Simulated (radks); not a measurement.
**As³⁻ held by a Watson sphere**

An exercise on one series of results from a longer session: the logs are not shown, and one member is left open.

The numbers are computed with radks (a radial shooting solver on a logarithmic mesh, Libxc functionals) version 1 (scalar-relativistic Kohn-Sham, r2SCAN, spin-polarised, spherical densities, finite nucleus), except any that are marked as measured or tabulated.

## The atom as given

```
element            : arsenic (Z = 33)
charge             : -3
electrons          : 36
configuration      : [Kr]
nuclear rms radius : 4.0968 fm
```

Outer shells as boxes (Hund's rule):

As³⁻
```
[Ar] core
3d [↑↓][↑↓][↑↓][↑↓][↑↓]
4s [↑↓]
4p [↑↓][↑↓][↑↓]
```

Set-up of the first run:

Settings of this run:

```text
Z 33
configuration [Kr]
relativity scalar-relativistic
functional r2scan,r2scan
spin polarised
nucleus finite rms 4.0968 fm
c 137.035999084
watson charge 3 radius 2.26 bohr
```

Among the steps run: R = 2.26 bohr; R = 3.47 bohr; R = 3.88 bohr; R = 4.04 bohr; R = 4.59 bohr; R = 5 bohr; R = 5.16 bohr; R = 5.27 bohr.

One table of the session follows, with a row left open; its other results are not shown here.

| R (bohr) | highest level (eV) | its <r> (bohr) | sum of <r²> (bohr²) |
| --- | --- | --- | --- |
| 2.26 | -7.861 | 2.430 | 59.71 |
| 3.47 | -5.502 | 2.913 | 80.13 |
| 3.88 | -4.845 | 3.069 | 87.54 |
| 4.04 | -4.614 | 3.129 | 90.52 |
| 4.59 | -3.919 | 3.330 | 101.2 |
| 5 | -3.494 | 3.476 | 109.6 |
| 5.16 | ? | ? | ? |
| 5.27 | -3.250 | 3.571 | 115.4 |

**Question.** Estimate the row for R (bohr) = 5.16.

Worked estimate for «highest level (eV)». A straight line through the neighbours (5, -3.494) and (5.27, -3.250) gives -3.494 + (-3.250 + 3.494) × (5.16 − 5) / (5.27 − 5) = -3.349; a parabola fitted to 3 rows on both sides gives -3.346.

As computed: highest level (eV): -3.346; its <r> (bohr): 3.533; sum of <r²> (bohr²): 113.0. In «highest level (eV)» the line misses by -0.003 and the parabola by 0.000.

A wider sphere makes a shallower well, so the ion swells.
